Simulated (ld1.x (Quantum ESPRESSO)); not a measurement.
# Mo: generating and testing a PAW potential

Task: generate the file, and judge it by its errors in other configurations, its logarithmic derivatives, its ghosts and its cutoff.

The numbers are computed with ld1.x (Quantum ESPRESSO) 7.5 (PBE, scalar-relativistic, spin-unpolarised reference atom).

### Step 1. The design

Typed settings, in words:

* element: molybdenum (Mo, Z = 42)
* type: PAW
* frozen core: [Ar] 3d10
* valence charge: 14
* reference configuration: 4s2 4p6 4d5 5s1 5p0
* partial waves: 4s (bound): rcut 1.45, rcutus 1.80 bohr; 5s (bound): rcut 1.45, rcutus 1.80 bohr; 4p (bound): rcut 1.65, rcutus 2.10 bohr; 5p (bound, empty): rcut 1.65, rcutus 2.10 bohr; 4d (bound): rcut 1.85, rcutus 2.45 bohr; 4d channel at 0.4 Ry: rcut 1.85, rcutus 2.45 bohr
* local potential: all-electron potential smoothed inside 1.75 bohr (lloc = -1)
* core correction: Bessel-smoothed model core inside 1.85 bohr
* augmentation charge: BESSEL, radius 1.20 bohr

The outer shells as boxes (Hund's rule for the drawing; the calculation is spin-unpolarised):

```
[Ar] core
3d [↑↓][↑↓][↑↓][↑↓][↑↓]
4s [↑↓]
4p [↑↓][↑↓][↑↓]
4d [↑ ][↑ ][↑ ][↑ ][↑ ]
5s [↑ ]
5p [  ][  ][  ]
```

### Step 2. Generating the potential

Contents of Mo.in:

```
 &input
   title='Mo', zed=42., rel=1, dft='PBE', iswitch=3,
   config='[Kr] 4d5 5s1 5p0',
   nld=3, rlderiv=2.65, eminld=-7.0, emaxld=5.0, deld=0.02
 /
 &inputp
   pseudotype=3, lpaw=.true., tm=.true., lloc=-1, rcloc=1.75,
   nlcc=.true., new_core_ps=.true., rcore=1.85,
   which_augfun='BESSEL', rmatch_augfun=1.20,
   file_pseudopw='Mo.UPF', file_wfcaegen='ae.wfc', file_wfcncgen='nc.wfc', file_beta='beta', file_chi='chi', file_wfcusgen='us.wfc'
 /
6
4S  1  0   2.00   0.00  1.45  1.80  0.0
5S  2  0   1.00   0.00  1.45  1.80  0.0
4P  2  1   6.00   0.00  1.65  2.10  0.0
5P  3  1   0.00   0.00  1.65  2.10  0.0
4D  3  2   5.00   0.00  1.85  2.45  0.0
4D  3  2   0.00   0.40  1.85  2.45  0.0
 &test
   configts(1)='4s2 4p6 4d5 5s1 5p0'
 /
```

Launch:

```sh
ld1.x < Mo.in > Mo.out
```

Output in Mo.out (without the banner and most projector matrices):

```text
     Program LD1 v.7.5
     --------------------------- All-electron run ----------------------------

     Mo
     scalar relativistic calculation

     atomic number is 42.00
     dft =PBE   lsd =0 sic =0 latt =0  beta=0.20 tr2=1.0E-14
     Exchange-correlation= PBE
                           (   1   4   3   4   0   0   0)
     mesh =1229 r(mesh) = 100.71859 a.u. xmin = -7.00 dx = 0.01250
     1 Ry =  13.60569312 eV, c = 137.03599908

     n l     nl                  e(Ry)          e(Ha)          e(eV)
     1 0     1S 1( 2.00)     -1456.9408      -728.4704    -19822.6900
     2 0     2S 1( 2.00)      -205.7692      -102.8846     -2799.6323
     2 1     2P 1( 6.00)      -183.9502       -91.9751     -2502.7696
     3 0     3S 1( 2.00)       -35.0245       -17.5123      -476.5332
     3 1     3P 1( 6.00)       -27.8740       -13.9370      -379.2445
     4 0     4S 1( 2.00)        -4.7294        -2.3647       -64.3466
     4 1     4P 1( 6.00)        -2.8286        -1.4143       -38.4852
     3 2     3D 1(10.00)       -16.2417        -8.1208      -220.9794
     4 2     4D 1( 5.00)        -0.2758        -0.1379        -3.7528
     5 0     5S 1( 1.00)        -0.3003        -0.1502        -4.0863
     5 1     5P 1( 0.00)        -0.0767        -0.0383        -1.0434

     final scf error:  3.0E-18 reached in  30 iterations

     Etot =   -8097.243804 Ry,   -4048.621902 Ha, -110168.614337 eV

     Ekin =    8348.961097 Ry,    4174.480548 Ha,  113593.402581 eV
     Encl =  -19514.479581 Ry,   -9757.239791 Ha, -265508.020635 eV
     Eh   =    3315.195666 Ry,    1657.597833 Ha,   45105.534870 eV
     Exc  =    -246.920985 Ry,    -123.460493 Ha,   -3359.531153 eV

     normalization and overlap integrals

     s(1S/1S) =  1.000000  <r> =   0.0352  <r2> =    0.0017  r(max) =   0.0229
     s(2S/2S) =  1.000000  <r> =   0.1537  <r2> =    0.0279  r(max) =   0.1303
     s(2P/2P) =  1.000000  <r> =   0.1340  <r2> =    0.0219  r(max) =   0.1041
     s(3S/3S) =  1.000000  <r> =   0.4289  <r2> =    0.2107  r(max) =   0.3819
     s(3P/3P) =  1.000000  <r> =   0.4306  <r2> =    0.2158  r(max) =   0.3771
     s(4S/4S) =  1.000000  <r> =   1.1075  <r2> =    1.3914  r(max) =   0.9874
     s(4P/4P) =  1.000000  <r> =   1.2378  <r2> =    1.7597  r(max) =   1.0777
     s(3D/3D) =  1.000000  <r> =   0.4153  <r2> =    0.2074  r(max) =   0.3246
     s(4D/4D) =  1.000000  <r> =   1.9997  <r2> =    5.0758  r(max) =   1.3838
     s(5S/5S) =  1.000000  <r> =   3.5954  <r2> =   14.9208  r(max) =   2.9295
     s(5P/5P) =  1.000000  <r> =   5.3883  <r2> =   34.4647  r(max) =   4.1055

     ------------------------ End of All-electron run ------------------------

     --------------------- Generating PAW atomic setup --------------------

      Generating local potential from pseudized AE potential:
      Matching radius rcloc =   1.7500

      Local pseudo, rcloc= 1.755 Estimated cut-off energy=     8.18 Ry

      Computing core charge for nlcc:

       r > 1.87 : true rho core
      Core charge pseudized with two Bessel functions
      Integrated core pseudo-charge :   0.03
      Wfc-us  4S rcutus= 1.799  Estimated cut-off energy=    16.98 Ry
      Wfc-us  5S rcutus= 1.799  Estimated cut-off energy=    34.29 Ry
      Wfc-us  4P rcutus= 2.090  Estimated cut-off energy=    19.68 Ry
      Wfc-us  5P rcutus= 2.090  Estimated cut-off energy=    36.73 Ry
      Wfc-us  4D rcutus= 2.429  Estimated cut-off energy=    19.66 Ry
      Wfc-us  4D rcutus= 2.429  Estimated cut-off energy=    27.34 Ry

     Required augmentation: BESSEL   radius:    1.200000
     Suggested rho cutoff for augmentation:  68.26 Ry

     Estimated PAW energy = -363.114711 Ryd

     The PAW screened D coefficients
     6.08811     3.02696     0.00000     0.00000     0.00000     0.00000
     3.02696     1.23055     0.00000     0.00000     0.00000     0.00000
     0.00000     0.00000    -0.65960     0.55451     0.00000     0.00000
     0.00000     0.00000     0.55451     0.15410     0.00000     0.00000
     0.00000     0.00000     0.00000     0.00000    -0.27033    -0.12171
     0.00000     0.00000     0.00000     0.00000    -0.12171    -0.05364

     The PAW descreened D coefficients (US)
     0.83230    -0.35766     0.00000     0.00000     0.00000     0.00000
    -0.35766    -0.52034     0.00000     0.00000     0.00000     0.00000
     0.00000     0.00000     3.73441    -0.96009     0.00000     0.00000
     0.00000     0.00000    -0.96009    -1.10332     0.00000     0.00000
     0.00000     0.00000     0.00000     0.00000     3.84526     2.55006
     0.00000     0.00000     0.00000     0.00000     2.55006     1.68777

     ------------------- End of pseudopotential generation -------------------

     [... the all-electron block is printed once more ...]


     Computing logarithmic derivative in   2.63425
     Computing logarithmic derivative in   2.63425
     Computing the partial wave expansion
     R is outside the sphere for l=    0 j= 0.00
     R is outside the sphere for l=    0 j= 0.00
     R is outside the sphere for l=    1 j= 0.00
     R is outside the sphere for l=    1 j= 0.00
     R is outside the sphere for l=    2 j= 0.00
     R is outside the sphere for l=    2 j= 0.00

     ---------------------- Testing the pseudopotential ----------------------

     Mo
     scalar relativistic calculation

     atomic number is 42.00   valence charge is 14.00
     dft = SLA  PW   PBX  PBC   lsd =0 sic =0 latt =0  beta=0.20 tr2=1.0E-14
     mesh =1229 r(mesh) = 100.71859 xmin = -7.00 dx = 0.01250

     n l     nl             e AE (Ry)        e PS (Ry)    De AE-PS (Ry)
     1 0     4S   1( 2.00)       -4.72938       -4.72937       -0.00002
     2 1     4P   1( 6.00)       -2.82861       -2.82859       -0.00002
     3 2     4D   1( 5.00)       -0.27582       -0.27581       -0.00001
     2 0     5S   1( 1.00)       -0.30034       -0.30034       -0.00000
     3 1     5P   1( 0.00)       -0.07669       -0.07669        0.00000

     eps = 3.6E-15  iter =  7

     Etot =   -8097.243804 Ry,   -4048.621902 Ha, -110168.614337 eV
     Etotps =  -363.114688 Ry,    -181.557344 Ha,   -4940.427012 eV

     Ekin =     191.878842 Ry,      95.939421 Ha,    2610.644638 eV
     Encl =    -420.871659 Ry,    -210.435830 Ha,   -5726.250638 eV
     Ehrt =     112.799217 Ry,      56.399609 Ha,    1534.711535 eV
     Ecxc =    -246.921088 Ry,    -123.460544 Ha,   -3359.532546 eV
     (Ecc =      -0.010905 Ry,      -0.005452 Ha,      -0.148364 eV)

     ---------------------- End of pseudopotential test ----------------------
```

It took 2 s on 1 thread of Neoverse-V1, shared host. (Generation and the later configuration tests together.)

All-electron and pseudo partial waves u(r) = r·R(r), from the program's wave files:

```
r (bohr)    4s AE   4s PS
   0.123   0.3462  0.3003
   0.245  -0.4157  0.5790
   0.368  -0.5474  0.8233
   0.490  -0.1038  1.0155
   0.613   0.4309  1.1498
   0.735   0.8233  1.2207
   0.858   1.0389  1.2316
   0.980   1.1046  1.1895
   1.103   1.0690  1.1047
   1.225   0.9754  0.9919
   1.348   0.8545  0.8631
   1.470   0.7286  0.7330
   1.593   0.6079  0.6094
   1.715   0.5003  0.5004
   1.838   0.4063  0.4063
   1.960   0.3276  0.3276
   2.083   0.2618  0.2618
   2.205   0.2084  0.2084
   2.328   0.1649  0.1649
   2.450   0.1302  0.1302
   2.573   0.1023  0.1023
   2.695   0.0803  0.0803
   2.818   0.0628  0.0628
   2.940   0.0491  0.0491
   3.063   0.0382  0.0382
   3.185   0.0298  0.0298
```

### Step 3. Configuration tests

Contents of Mo.test.in:

```
 &input
   title='Mo', zed=42., rel=1, dft='PBE', iswitch=2,
   config='[Kr] 4d5 5s1 5p0'
 /
 &test
   file_pseudo='Mo.UPF', nconf=8,
   configts(1)='4s2 4p6 4d5 5s1 5p0',
   configts(2)='4s2 4p6 4d5 5s0 5p0',
   configts(3)='4s2 4p6 4d4 5s0 5p0',
   configts(4)='4s2 4p6 4d3 5s0 5p0',
   configts(5)='4s2 4p6 4d5.5 5s0.5 5p0',
   configts(6)='4s2 4p6 4d6 5s0 5p0',
   configts(7)='4s1 4p6 4d5 5s1 5p0',
   configts(8)='4s2 4p6 4d4 5s1 5p0'
 /
```

Launch:

```sh
ld1.x < Mo.test.in > Mo.test.out
```

Mo.test.out, the pseudopotential blocks:

```text
     ---------------------- Testing the pseudopotential ----------------------

     Mo
     scalar relativistic calculation

     atomic number is 42.00   valence charge is 14.00
     dft =SLA  PW   PBX  PBC   lsd =0 sic =0 latt =0  beta=0.20 tr2=1.0E-14
     mesh =1229 r(mesh) = 100.71859 xmin = -7.00 dx = 0.01250

     n l     nl             e AE (Ry)        e PS (Ry)    De AE-PS (Ry)
     1 0     4S   1( 2.00)       -4.72938       -4.72937       -0.00002
     2 1     4P   1( 6.00)       -2.82861       -2.82859       -0.00002
     3 2     4D   1( 5.00)       -0.27582       -0.27581       -0.00001
     2 0     5S   1( 1.00)       -0.30034       -0.30034       -0.00000
     3 1     5P   1( 0.00)       -0.07669       -0.07669        0.00000

     eps = 3.6E-15  iter =  7

     Etot =   -8097.243804 Ry,   -4048.621902 Ha, -110168.614337 eV
     Etotps =  -363.114688 Ry,    -181.557344 Ha,   -4940.427012 eV

     Ekin =     191.878842 Ry,      95.939421 Ha,    2610.644638 eV
     Encl =    -420.871659 Ry,    -210.435830 Ha,   -5726.250638 eV
     Ehrt =     112.799217 Ry,      56.399609 Ha,    1534.711535 eV
     Ecxc =    -246.921088 Ry,    -123.460544 Ha,   -3359.532546 eV
     (Ecc =      -0.010905 Ry,      -0.005452 Ha,      -0.148364 eV)

     ---------------------- End of pseudopotential test ----------------------

     ---------------------- Testing the pseudopotential ----------------------

     Mo
     [...]
     n l     nl             e AE (Ry)        e PS (Ry)    De AE-PS (Ry)
     1 0     4S   1( 2.00)       -5.22677       -5.22637       -0.00041
     2 1     4P   1( 6.00)       -3.32867       -3.32856       -0.00010
     3 2     4D   1( 5.00)       -0.76541       -0.76554        0.00013
     2 0     5S   1( 0.00)       -0.72238       -0.72227       -0.00011
     3 1     5P   1( 0.00)       -0.43422       -0.43405       -0.00017

     eps = 9.7E-15  iter = 12

     Etot =   -8096.737397 Ry,   -4048.368698 Ha, -110161.724320 eV
     Etotps =  -362.608226 Ry,    -181.304113 Ha,   -4933.536247 eV
     dEtot_ae =       0.506407 Ry
     dEtot_ps =       0.506462 Ry,   Delta E=      -0.000055 Ry

     [...]
     ---------------------- End of pseudopotential test ----------------------

     ---------------------- Testing the pseudopotential ----------------------

     Mo
     [...]
     n l     nl             e AE (Ry)        e PS (Ry)    De AE-PS (Ry)
     1 0     4S   1( 2.00)       -6.08228       -6.08247        0.00019
     2 1     4P   1( 6.00)       -4.17108       -4.17098       -0.00009
     3 2     4D   1( 4.00)       -1.53074       -1.53042       -0.00032
     2 0     5S   1( 0.00)       -1.30116       -1.30128        0.00011
     3 1     5P   1( 0.00)       -0.93263       -0.93410        0.00147

     eps = 2.1E-15  iter = 15

     Etot =   -8095.600994 Ry,   -4047.800497 Ha, -110146.262764 eV
     Etotps =  -361.471860 Ry,    -180.735930 Ha,   -4918.075200 eV
     dEtot_ae =       1.642810 Ry
     dEtot_ps =       1.642828 Ry,   Delta E=      -0.000018 Ry

     [...]
     ---------------------- End of pseudopotential test ----------------------

     ---------------------- Testing the pseudopotential ----------------------

     Mo
     [...]
     n l     nl             e AE (Ry)        e PS (Ry)    De AE-PS (Ry)
     1 0     4S   1( 2.00)       -7.07800       -7.07768       -0.00032
     2 1     4P   1( 6.00)       -5.14642       -5.14528       -0.00115
     3 2     4D   1( 3.00)       -2.41857       -2.41710       -0.00147
     2 0     5S   1( 0.00)       -1.96231       -1.96271        0.00040
     3 1     5P   1( 0.00)       -1.51918       -1.52738        0.00820  !

     eps = 9.7E-15  iter = 13

     Etot =   -8093.635334 Ry,   -4046.817667 Ha, -110119.518600 eV
     Etotps =  -359.507005 Ry,    -179.753502 Ha,   -4891.341981 eV
     dEtot_ae =       3.608470 Ry
     dEtot_ps =       3.607683 Ry,   Delta E=       0.000787 Ry

     [...]
     ---------------------- End of pseudopotential test ----------------------

     ---------------------- Testing the pseudopotential ----------------------

     Mo
     [...]
     n l     nl             e AE (Ry)        e PS (Ry)    De AE-PS (Ry)
     1 0     4S   1( 2.00)       -4.64452       -4.64384       -0.00068
     2 1     4P   1( 6.00)       -2.74791       -2.74761       -0.00030
     3 2     4D   1( 5.50)       -0.21805       -0.21811        0.00006
     2 0     5S   1( 0.50)       -0.27516       -0.27506       -0.00011
     3 1     5P   1( 0.00)       -0.06482       -0.06473       -0.00009

     eps = 8.5E-15  iter = 11

     Etot =   -8097.223237 Ry,   -4048.611618 Ha, -110168.334509 eV
     Etotps =  -363.094095 Ry,    -181.547047 Ha,   -4940.146826 eV
     dEtot_ae =       0.020567 Ry
     dEtot_ps =       0.020593 Ry,   Delta E=      -0.000026 Ry

     [...]
     ---------------------- End of pseudopotential test ----------------------

     ---------------------- Testing the pseudopotential ----------------------

     Mo
     [...]
     n l     nl             e AE (Ry)        e PS (Ry)    De AE-PS (Ry)
     1 0     4S   1( 2.00)       -4.57216       -4.57073       -0.00142
     2 1     4P   1( 6.00)       -2.67899       -2.67831       -0.00068
     3 2     4D   1( 6.00)       -0.16965       -0.16969        0.00004
     2 0     5S   1( 0.00)       -0.25380       -0.25357       -0.00023
     3 1     5P   1( 0.00)       -0.05553       -0.05537       -0.00016

     eps = 2.5E-15  iter = 17

     Etot =   -8097.187759 Ry,   -4048.593879 Ha, -110167.851807 eV
     Etotps =  -363.058661 Ry,    -181.529331 Ha,   -4939.664729 eV
     dEtot_ae =       0.056045 Ry
     dEtot_ps =       0.056027 Ry,   Delta E=       0.000018 Ry

     [...]
     ---------------------- End of pseudopotential test ----------------------
```

2 tests gave no usable energy difference (4s1 4p6 4d5 5s1 5p0; 4s2 4p6 4d4 5s1 5p0); the test run stopped with "negative rho".

Excitation and ionisation energies from 4s2 4p6 4d5 5s1 5p0, with the error of the potential.

```tsv
valence configuration	charge	ΔE all-electron (eV)	error AE − PS (meV)
4s2 4p6 4d5 5s0 5p0	+1	6.890	-0.7
4s2 4p6 4d4 5s0 5p0	+2	22.352	-0.2
4s2 4p6 4d3 5s0 5p0	+3	49.096	+11
4s2 4p6 4d5.5 5s0.5 5p0	0	0.280	-0.4
4s2 4p6 4d6 5s0 5p0	0	0.763	+0.2
```

### Step 4. Scattering by logarithmic derivatives

Taken from the files of the generation run. The phase is arctan(r·u′/u) with u = r·R, unwrapped, with energies in Ry. A pole is an energy at which the radial function vanishes at the test radius. The pseudo phase is shifted by a multiple of π to meet the all-electron one at the reference energy. Levels narrower than the energy grid can be missing from the poles. Left out: p, where the overlap operator is not positive , so their phases aren't trusted. The last column is the largest difference on the grid between −1 and +1 Ry.

| channel | radius (bohr) | reference (Ry) | poles AE | poles PS | window around the reference with phases within 0.05 rad (Ry) | largest difference near zero (rad) |
| --- | --- | --- | --- | --- | --- | --- |
| s | 2.63 | -0.30 | -4.69, 2.68 | -4.69, 2.69 | the whole range | 0.000 |
| d | 2.63 | -0.28 | 0.24 | 0.24 | below 2.4 | 0.000 |

Phases (rad) along the scan:

```
E (Ry)    s AE    s PS    d AE    d PS
 -7.00   1.413   1.413   1.427   1.427
 -6.48   1.404   1.404   1.421   1.421
 -5.96   1.393   1.393   1.414   1.414
 -5.44   1.376   1.376   1.407   1.407
 -4.92   1.302   1.302   1.398   1.398
 -4.40  -1.734  -1.734   1.388   1.387
 -3.88  -1.772  -1.772   1.375   1.375
 -3.36  -1.798  -1.798   1.359   1.359
 -2.84  -1.827  -1.827   1.338   1.338
 -2.32  -1.866  -1.866   1.309   1.309
 -1.80  -1.925  -1.925   1.263   1.263
 -1.28  -2.024  -2.024   1.174   1.173
 -0.76  -2.229  -2.229   0.878   0.877
 -0.24  -2.794  -2.794  -1.029  -1.029
  0.28  -3.842  -3.842  -1.587  -1.587
  0.80  -4.338  -4.338  -1.736  -1.736
  1.32  -4.526  -4.525  -1.854  -1.854
  1.84  -4.622  -4.621  -2.022  -2.027
  2.36  -4.683  -4.682  -2.408  -2.444
  2.88  -4.729  -4.728  -3.434  -3.572
  3.40  -4.768  -4.766  -4.181  -4.269
  3.92  -4.806  -4.803  -4.435  -4.500
  4.44  -4.848  -4.843  -4.551  -4.615
  4.96  -4.900  -4.892  -4.619  -4.696
```

### Step 5. Cutoff and ghost test in a Bessel basis

This step uses the generator's waves and projectors in a separate script. Basis: spherical Bessel functions vanishing at 20 bohr, q² up to the cutoff; potential fixed at the reference.

No cutoffs are read. The overlap operator is not positive in p (lowest eigenvalue -0.519), so the test is not defined there. The ghost test is not conclusive.

### Step 6. What came out

```
                                                quantity                                                value
                                                 cutoffs                                       not determined
                                            bound ghosts                                       not determined
                            largest test error (AE − PS)  +11 meV, for 4s2 4p6 4d3 5s0 5p0 (2 tests unsolved)
largest phase difference near zero energy, channels read                                            0.000 rad
         lowest eigenvalue of the overlap (Bessel basis)                                           -0.519 (p)
```

What this shows: The overlap operator is not positive definite in p, so a plane-wave run would break down once the basis is large enough. The worst unpolarised test, 4s2 4p6 4d3 5s0 5p0, is off by 11 meV on 49.1 eV; by total energies transferability rates as good where solved. The test run broke off, so later configurations gave nothing; the verdict rests on few tests. No cutoffs are read. Ghosts could not be judged. Near zero energy the phases of the channels with partial waves that could be evaluated agree within 0.001 rad.
